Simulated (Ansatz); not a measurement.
**SnAs: states over the whole Brillouin zone**

Is SnAs a metal, and what do its states look like over the zone? Levels and slopes are computed on a dense mesh; the geometry is as given.

The COD entry's cell or inner coordinates are ideal or old and differ from later refinements, so a difference from it is no clean test against experiment.

Program: Ansatz 0.2.0. Level of theory: DFT LDA, scalar-relativistic, plane waves, PAW; levels and slopes on a dense k mesh at the converged density. These are calculated values, not measurements.

### Step 1. Starting point

The structure is cubic, space group Fm-3m (No. 225). The conventional cell has a = 5.681 Å, b = 5.681 Å, c = 5.681 Å, α = 90.00°, β = 90.00°, γ = 90.00°. Sn (site symmetry m-3m) has 6 As at 2.84 Å as nearest neighbours. Around As (site symmetry m-3m) lie 6 Sn at 2.84 Å.

As a file:

```cif
data_structure
_symmetry_space_group_name_H-M 'Fm-3m'
_symmetry_Int_Tables_number 225
_cell_length_a 5.6810
_cell_length_b 5.6810
_cell_length_c 5.6810
_cell_angle_alpha 90.000
_cell_angle_beta 90.000
_cell_angle_gamma 90.000
_cell_volume 183.35
loop_
_atom_site_label
_atom_site_type_symbol
_atom_site_symmetry_multiplicity
_atom_site_Wyckoff_symbol
_atom_site_fract_x
_atom_site_fract_y
_atom_site_fract_z
_atom_site_occupancy
Sn1 Sn 4 a 0.00000 0.00000 0.00000 1
As1 As 4 b 0.50000 0.00000 0.00000 1
```

The structure comes from the Crystallography Open Database and is not relaxed.

### Step 2. The run

input.yaml reads:

```yaml
crystal:
  lattice:
    - [0.0, 2.8405, 2.8405]
    - [2.8405, 0.0, 2.8405]
    - [2.8405, 2.8405, 0.0]
  atoms:
    - { symbol: Sn, position: [0.0, 0.0, 0.0] }
    - { symbol: As, position: [0.5, 0.5, 0.5] }
basis:
  ecutwfc: 420
kpoints:
  mp_grid: { grid: [12, 12, 12] }
hamiltonian:
  xc: lda
scf:
  occupations: { method: gaussian, width: 0.05 }
output:
  forces: true
  eigenvalues: true
  eigenstates:
    nscf_kmesh: { grid: [34, 34, 34] }
    top_band: c6
    de_dk: true
    localisation: true
  stress: true
checkpoint:
  write: ck
  compress: false
  write_wavefunctions: false
  write_every: 100000
```

Started as:

```console
> ansatz run input.yaml --threads 1 --pin off --max-ram 3072MiB --backend cpu --events-out ev --progress --plain --runs-dir out
```

Output:

```text
Warning: RAYON_NUM_THREADS=1 ignored (pool sized by the plan → 1); use --threads N
Engine: ansatz 0.2.0, aarch64-unknown-linux-gnu
Pseudopotentials: kind: paw
Pseudopotential: Sn, paw, valence charge 14, recommended cutoff 420 eV (normal), Sn.paw.azcp
Pseudopotential: As, paw, valence charge 15, recommended cutoff 420 eV (normal), As.paw.azcp
Functional definition: SPW92
  exchange = slater_x
  correlation = pw_c
Crystal: 2 atoms, lattice volume = 45.837 Å³
Basis set: ecut = 420 eV, 893 PW (Γ)
Bands: 19, of which v1, the nominal top of the filled ones, is band 15 counted from 1 (14 counted from 0)
Symmetry: 48 space group operations
Space group: Fm-3m (ITA 225), of the structure as read, at distance tolerance 3.6e-5 Å
k-points: 72 of 1728
Non-local potential: Sn, projectors of the file, l = 0: 2, l = 1: 2, l = 2: 2, l = 3: 2
Non-local potential: As, projectors of the file, l = 0: 2, l = 1: 2, l = 2: 3, l = 3: 1
PAW form: soft (Blöchl's): semilocal exchange-correlation on the pseudo side does not see the compensation charge
PAW frozen core: Sn, regenerated for the run's functional, and the local potential with it (the file was generated under x = pbe(κ = 0.804, μ = 0.2195149727645171), c = pbe(β = 0.06672455060314922))
PAW frozen core: As, regenerated for the run's functional, and the local potential with it (the file was generated under x = pbe(κ = 0.804, μ = 0.2195149727645171), c = pbe(β = 0.06672455060314922))
PAW one-centre angular grid: Sn, 590 points (default); XC on 64 Gauss nodes
PAW one-centre angular grid: As, 590 points (default); XC on 64 Gauss nodes
Initial density: superposition of atomic densities (neutral atoms: chi_scale 0, normalization atom), corrected by the library's trained network
Initial wavefunctions: pseudopotential atomic-orbital guess
Functional: x = slater, c = lda
SCF iter   1: F=—  HF=-10653.397993 eV  |F-HF|=—  |Δ(HF+E_count)|=         —  Δρ=5.90e-3  dr2=7.90e-3  ethr=1.77e-3  ⟨swp⟩=6.0  Hψ=6707  notcnv=0
preconditioner: auto → none  [insulator: Δε(μ)=0.131 eV  Ē_g=18.386 eV  σ=0.050 eV  W_gap=0.75  n_scr=14 (ndim 8)  ℏωp=23.9 eV  f_vac=0.000  D(μ)=0.51/eV (n_scr^D=0)  ε∞_Penn≈2.7]
SCF iter   2: F=—  HF=-10653.393316 eV  |F-HF|=—  |Δ(HF+E_count)|=   4.68e-3  Δρ=2.50e-3  dr2=1.31e-3  ethr=2.72e-5  ⟨swp⟩=2.6  Hψ=2871  notcnv=0  defer=6
SCF iter   3: F=—  HF=-10653.392913 eV  |F-HF|=—  |Δ(HF+E_count)|=   4.03e-4  Δρ=3.88e-4  dr2=1.12e-4  ethr=4.53e-6  ⟨swp⟩=2.0  Hψ=1713  notcnv=0  defer=6
SCF iter   4: F=—  HF=-10653.392863 eV  |F-HF|=—  |Δ(HF+E_count)|=   5.00e-5  Δρ=1.38e-4  dr2=5.03e-6  ethr=3.87e-7  ⟨swp⟩=2.0  Hψ=2381  notcnv=0  defer=6
SCF iter   5: F=—  HF=-10653.392865 eV  |F-HF|=—  |Δ(HF+E_count)|=   1.58e-6  Δρ=3.25e-5  dr2=2.97e-7  ethr=1.74e-8  ⟨swp⟩=2.0  Hψ=2023  notcnv=0  defer=6
SCF iter   6: F=—  HF=-10653.392864 eV  |F-HF|=—  |Δ(HF+E_count)|=   9.63e-7  Δρ=7.48e-6  dr2=1.29e-8  ethr=1.03e-9  ⟨swp⟩=2.0  Hψ=1962  notcnv=0  defer=6
SCF iter   7: F=—  HF=-10653.392864 eV  |F-HF|=—  |Δ(HF+E_count)|=   3.47e-9  Δρ=9.70e-7  dr2=2.07e-10  ethr=4.45e-11  ⟨swp⟩=2.0  Hψ=1768  notcnv=0  defer=6
SCF iter   8: F=-10653.392864 eV  HF=-10653.392864 eV  |F-HF|=3.64e-12  |Δ(HF+E_count)|=  5.64e-11  Δρ=1.64e-7  dr2=5.86e-12  ethr=1.00e-12  ⟨swp⟩=6.1  Hψ=6599  notcnv=0
SCF 1 converged in 8 iterations: F = -10653.392864 eV  dr2 = 5.86e-12
NSCF: frozen V_eff on 1059 k-points
SCF converged after 8 iterations
Free energy (F): -10653.392864 eV
Harris-Foulkes:  -10653.392864 eV  (|F-HF|=3.64e-12)
Internal energy: -10653.392227 eV  (E = F + TS)
E sigma→0 (E₀):  -10653.392545 eV
Entropy (-TS):   -0.000637 eV (-0.319 meV/atom)
Fermi energy:    11.134846 eV
--- Per-component energies (eV) ---
  E_band       = -297.938362
  E_kinetic    = 292.503651
  E_local      = -2453.086298  (includes V_loc(G=0)·N_el)
  E_nonlocal   = -693.296213
  E_hartree    = 1431.579837
  E_xc         = -458.882552
  E_vxc        = -179.341503  (∫ρ·V_xc dr)
  E_paw        = -5748.383931  (= ΣΔE_a)
  E_vpaw       = -127.877615  (= ΣTr[D̂ρ^β])
  E_aug_tail   = 0.000010  (compensation charges beyond the density's cutoff)
  E_ewald      = -3026.326858
  E_core_change = 2.500128  (= ΣΔE_core)
  E_smearing   = -0.000637  (= −TS)
  E_closure    = 0.000000  (closes the sum)
  Σ components = -10653.392864   (vs F -10653.392864, Δ=0.00e0)
--- Forces (eV/Å), atoms counted from 1 ---
  atom   1  Sn     0.00000000    -0.00000000     0.00000000
  atom   2  As     0.00000000    -0.00000000    -0.00000000
  max |Σ_I F_I| component: 9.93e-30 eV/Å
--- Stress (GPa, compression-positive) ---
       -0.497478      -0.000000      -0.000000
       -0.000000      -0.497478      -0.000000
        0.000000       0.000000      -0.497478
  P = ⅓ Tr σ = -0.4975 GPa (-4.975 kbar)
--- Band table (eV; the first three rows and the last of 72) ---
  k-point 0: bands = ["-24.5170", "-24.5170", "-24.5096", "-24.5096", "-24.5096", "-10.3513", "-10.3513", "-10.3386", "-10.3386", "-10.3386", "-2.2651", "8.4273", "10.0008", "10.0008", "10.0008", "16.6228", "16.6228", "16.6228", "17.2299"]
  k-point 1: bands = ["-24.5170", "-24.5170", "-24.5095", "-24.5095", "-24.5095", "-10.3522", "-10.3522", "-10.3384", "-10.3373", "-10.3373", "-2.1800", "7.6875", "10.0105", "10.0105", "10.5755", "16.0765", "16.0829", "16.0829", "17.2266"]
  k-point 2: bands = ["-24.5169", "-24.5169", "-24.5095", "-24.5093", "-24.5093", "-10.3551", "-10.3551", "-10.3378", "-10.3332", "-10.3332", "-1.9276", "6.4314", "10.0482", "10.0482", "11.3153", "15.0986", "15.0986", "15.2583", "17.2661"]
  k-point 71: bands = ["-24.5171", "-24.5162", "-24.5089", "-24.5089", "-24.5078", "-10.3909", "-10.3517", "-10.3287", "-10.3287", "-10.3027", "0.6658", "3.9093", "6.1885", "6.1885", "12.0481", "13.2854", "17.1577", "17.1577", "20.0555"]
--- Fermi surface from the table of eigenstates, both spin states counted (twice the sheets' area in a run without spin) ---
  How far the three rows differ hints at the mesh's error and does not bound it.
  reading                E - E_F (eV)   area (Å⁻²)  resistivity times mean free path along x, y, z (Ω·m²), under one mean free path over the surface
  by tetrahedra               -0.0283       33.080  9.2416e-16  9.2416e-16  9.2416e-16
  by the states' slopes       -0.0401       32.742  9.3371e-16  9.3371e-16  9.3371e-16
  on every second point       -0.0115       32.894  9.2940e-16  9.2940e-16  9.2940e-16
```

It took 35 s on 1 thread of Arm Neoverse V2, shared host; peak memory 0.69 GiB.

### Step 3. Levels on the dense mesh

Levels at named points, in eV from the Fermi level, on the 34×34×34 mesh:

| band | Γ | X | L | lowest | highest |
| --- | --- | --- | --- | --- | --- |
| 13 | -1.10 | -5.63 | -0.60 | -5.87 | -0.60 |
| 14 | -1.10 | -3.36 | -0.60 | -4.88 | -0.34 |
| 15 | -1.10 | -3.36 | 0.86 | -3.36 | 1.77 |

### Step 4. The Fermi surface

Band 15: three electron pockets centred at X (each 16 % of the zone) and one electron pocket centred at Γ (0.87 % of the zone).

The sheets in more detail.

Band 15: As (53 %) and Sn (47 %).

Closed pockets.

The electron pocket of band 15 at Γ: about 0.17 Å⁻², so F = ħA/2πe ≈ 1.7 kT; it holds 0.017 electrons per cell.

In a rigid-band picture, lowering the level by 0.25 eV removes 0.14 electrons a cell and raising it adds 0.17; the density of states goes from 0.56 through 0.62 to 0.70 states/eV.

### Step 5. What came out

| quantity | value |
| --- | --- |
| bands with resolved sheets at the Fermi level | 1 |
| density of states at the Fermi level | 0.62 states/eV per cell |
| intraband plasma frequencies, principal values in rising order | 8.8, 8.8 and 8.8 eV |

One band crosses the Fermi level with sheets large enough to resolve; this is a three-dimensional metal. Its mean Fermi speed is 15 × 10⁵ m/s. Spin-orbit coupling is left out; with Sn it can split, shift or remove sheets.
